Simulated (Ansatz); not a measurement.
# AlBH8Si2: up Jacob's ladder to CCSD(T)

The task here is to estimate one member of a computed series from the others.

Program: Ansatz 0.2.0, Gaussian basis. Level of theory: functionals in def2-TZVPP, the program's frozen cores in correlated methods. These are calculated values, not measurements.

Levels to be run: PBE-D4, r2SCAN-D4, PBE0-D4, B3LYP-D4, ωB97X-V, ωB97M-V, B2PLYP; CCSD(T)/def2-TZVPP; MP2/def2-QZVPP; extrapolation to the limit.

## Structure used throughout

All runs share one geometry, relaxed beforehand with PBE0-D4 in a triple-zeta def2 set.

12 atoms, charge 0, spin multiplicity 1.

Atoms are counted from 1 here; the program's logs count them from 0.

Bond lengths: Al1–B2 2.093 Å, Al1–H5 1.592 Å, Al1–H6 1.592 Å, B2–Si3 1.997 Å, B2–Si4 1.997 Å, Si3–H7 1.490 Å, Si3–H8 1.490 Å, Si3–H9 1.497 Å, Si4–H10 1.490 Å, Si4–H11 1.497 Å, Si4–H12 1.490 Å. Angles: B2–Al1–H5 120.2°, B2–Al1–H6 120.2°, H5–Al1–H6 119.6°, Al1–B2–Si3 122.6°, Al1–B2–Si4 122.6°, Si3–B2–Si4 114.8°, B2–Si3–H7 114.6°, B2–Si3–H8 115.9°, B2–Si3–H9 101.9°, H7–Si3–H8 108.1°, H7–Si3–H9 107.9°, H8–Si3–H9 107.7°, B2–Si4–H10 115.9°, B2–Si4–H11 102.0°, B2–Si4–H12 114.6°, H10–Si4–H11 107.7°, H10–Si4–H12 108.1°, H11–Si4–H12 107.9°.

Set-up of the first run:

File in.yaml:

```yaml
crystal:
  periodic: [false, false, false]
  atoms:
    - {symbol: Al, position_ang: [-1.660719, 1.536411, -0.357720]}
    - {symbol: B, position_ang: [-0.143379, 0.132742, -0.029096]}
    - {symbol: Si, position_ang: [-0.072159, -1.014028, 1.603986]}
    - {symbol: Si, position_ang: [1.347384, -0.163121, -1.324387]}
    - {symbol: H, position_ang: [-2.929957, 1.152366, -1.237994]}
    - {symbol: H, position_ang: [-1.550806, 2.995700, 0.268223]}
    - {symbol: H, position_ang: [0.630671, -2.314507, 1.418054]}
    - {symbol: H, position_ang: [-1.377898, -1.283317, 2.268411]}
    - {symbol: H, position_ang: [0.747483, -0.176119, 2.535235]}
    - {symbol: H, position_ang: [1.692666, 0.994915, -2.195412]}
    - {symbol: H, position_ang: [0.787512, -1.239903, -2.200844]}
    - {symbol: H, position_ang: [2.606101, -0.676240, -0.714356]}
basis:
  gaussian: {orbitals: def2-TZVPP}
hamiltonian: {xc: pbe, dispersion: d4}
output: {forces: true, orbitals: {seedname: orbitals}}
```

Command:

```
$ ansatz run in.yaml --threads 4 --pin off --events-out ev --progress --plain --max-ram 10444MiB
```

Among the steps run: PBE-D4 (GGA); r2SCAN-D4 (meta-GGA); PBE0-D4 (hybrid); B3LYP-D4 (hybrid); ωB97X-V (range-separated); ωB97M-V (range-separated); B2PLYP (double hybrid); CCSD(T) in def2-TZVPP; MP2 in def2-QZVPP.

One table of the session follows, with a row left open; its other results are not shown here.

| method | atomisation energy (kcal/mol) |
| --- | --- |
| PBE-D4 | 789.5 |
| r2SCAN-D4 | 801.9 |
| PBE0-D4 | 790.1 |
| B3LYP-D4 | 799.4 |
| ωB97X-V | ? |
| ωB97M-V | 798.6 |
| B2PLYP | 785.4 |
| HF/def2-TZVPP | 618.9 |
| MP2/def2-TZVPP | 769.7 |
| CCSD/def2-TZVPP | 772.6 |
| CCSD(T)/def2-TZVPP | 778.9 |
| MP2/CBS | 788.5 |
| CCSD(T)/CBS | 797.7 |

**Question.** Estimate the row for ωB97X-V.

The run gave: atomisation energy (kcal/mol): 806.8. In the column «atomisation energy (kcal/mol)» it is the highest.
